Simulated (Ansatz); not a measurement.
# Ta: phonons and Grüneisen parameters

Aim: phonons by finite displacements on a 4×4×4 mesh of wavevectors, at three volumes, and the mode Grüneisen parameters. Runs: cell and atoms relaxed (PAW); reference run (PAW); volume scaled by 0.985 (PAW); volume scaled by 1.015 (PAW); mode Grüneisen parameters (PAW); displacement of 0.06 Å (PAW).

Computed with Ansatz 0.2.0 (DFT PBEsol, frozen-core PAW, scalar-relativistic unless said, unless a step's input says otherwise).

3 further runs of the same task are left out: 3 that didn't finish.

### 1 The system as given

Symmetry: Im-3m, No. 229, cubic system. The conventional cell has a = 3.303 Å, b = 3.303 Å, c = 3.303 Å, α = 90.00°, β = 90.00°, γ = 90.00°. Around Ta (site symmetry m-3m) lie 8 Ta at 2.86 Å.

Structure file:

```cif
data_structure
_symmetry_space_group_name_H-M 'P 1'
_symmetry_Int_Tables_number 1
_cell_length_a 2.8601
_cell_length_b 2.8601
_cell_length_c 2.8601
_cell_angle_alpha 109.471
_cell_angle_beta 109.471
_cell_angle_gamma 109.471
_cell_volume 18.01
loop_
_atom_site_label
_atom_site_type_symbol
_atom_site_fract_x
_atom_site_fract_y
_atom_site_fract_z
_atom_site_occupancy
Ta1 Ta 0.00000 0.00000 0.00000 1
```

Cartesian axes are those of the input's lattice vectors. The structure goes back to a database entry.

### 2 Cell and atoms relaxed, PAW

input.yaml reads:

```yaml
crystal:
  lattice:
    - [-1.65128, 1.65128, 1.65128]
    - [1.65128, -1.65128, 1.65128]
    - [1.65128, 1.65128, -1.65128]
  atoms:
    - { symbol: Ta, position: [0.0, 0.0, 0.0] }
kpoints:
  mp_grid: { grid: [20, 20, 20] }
scf:
  occupations: { method: fermi_dirac, width: 0.08 }
hamiltonian:
  xc: pbesol
  pseudopotentials: { kind: paw }
relax:
  f_tol: 0.002
  max_steps: 80
  cell: {}
output:
  forces: true
  stress: true
```

On the command line:

```bash
$ ansatz run input.yaml --threads 2 --pin off --max-ram 5120MiB --backend cpu --events-out ev --progress --plain --runs-dir out
```

### 3 Reference run, PAW

input.yaml reads:

```yaml
crystal:
  lattice:
    - [-1.64115522539, 1.64115522539, 1.64115522539]
    - [1.64115522539, -1.64115522539, 1.64115522539]
    - [1.64115522539, 1.64115522539, -1.64115522539]
  atoms:
    - { symbol: Ta, position: [0.0, 0.0, 0.0] }
kpoints:
  mp_grid: { grid: [20, 20, 20] }
scf:
  occupations: { method: fermi_dirac, width: 0.08 }
hamiltonian:
  xc: pbesol
  pseudopotentials: { kind: paw }
phonons:
  qmesh: [4, 4, 4]
  qpath:
    path:
      - [0.0, 0.0, 0.0]
      - [0.5, -0.5, 0.5]
      - [0.0, 0.0, 0.5]
      - [0.0, 0.0, 0.0]
      - [0.25, 0.25, 0.25]
      - [0.5, -0.5, 0.5]
      - [0.25, 0.25, 0.25]
      - [0.0, 0.0, 0.5]
    npoints: 6
  temperatures: { t_min: 0, t_max: 1000, t_step: 100 }
```

### 4 Volume scaled by 0.985, PAW

input.yaml: that of step 3 with these lines changed.

```diff
@@ -2,5 +2,5 @@
   lattice:
-    - [-1.64115522539, 1.64115522539, 1.64115522539]
-    - [1.64115522539, -1.64115522539, 1.64115522539]
-    - [1.64115522539, 1.64115522539, -1.64115522539]
+    - [-1.63290807502, 1.63290807502, 1.63290807502]
+    - [1.63290807502, -1.63290807502, 1.63290807502]
+    - [1.63290807502, 1.63290807502, -1.63290807502]
   atoms:
```

### 5 Volume scaled by 1.015, PAW

input.yaml: that of step 4 with these lines changed.

```diff
@@ -2,5 +2,5 @@
   lattice:
-    - [-1.63290807502, 1.63290807502, 1.63290807502]
-    - [1.63290807502, -1.63290807502, 1.63290807502]
-    - [1.63290807502, 1.63290807502, -1.63290807502]
+    - [-1.64932031116, 1.64932031116, 1.64932031116]
+    - [1.64932031116, -1.64932031116, 1.64932031116]
+    - [1.64932031116, 1.64932031116, -1.64932031116]
   atoms:
```

### 7 Displacement of 0.06 Å, PAW

input.yaml: that of step 5 with these lines changed.

```diff
@@ -2,5 +2,5 @@
   lattice:
-    - [-1.64932031116, 1.64932031116, 1.64932031116]
-    - [1.64932031116, -1.64932031116, 1.64932031116]
-    - [1.64932031116, 1.64932031116, -1.64932031116]
+    - [-1.64115522539, 1.64115522539, 1.64115522539]
+    - [1.64115522539, -1.64115522539, 1.64115522539]
+    - [1.64115522539, 1.64115522539, -1.64115522539]
   atoms:
@@ -28 +28,2 @@
   temperatures: { t_min: 0, t_max: 1000, t_step: 100 }
+  amplitude: 0.06
```

(Steps that only read results are left out.)

Before running it: what results should come out? Wanted: highest mode on the mesh, without the LO shift.

As calculated:

| quantity | value |
| --- | --- |
| highest mode on the mesh, without the LO shift (PAW) | 168 cm⁻¹ |
| mean Grüneisen parameter at 300 K (PAW) | 1.77 |

No mode on the mesh is unstable; the highest lies at 168 cm⁻¹ by PAW. Weighted by heat capacity at 300 K the mean Grüneisen parameter of the sampled modes is 1.77, which points to expansion on heating. Each set of modes is computed in the harmonic approximation. Cautions: frozen-core PAW files fitted under PBE, their cores solved anew for the functional of the run; responses of metals move with mesh and smearing; no spin-orbit coupling on heavy atoms.
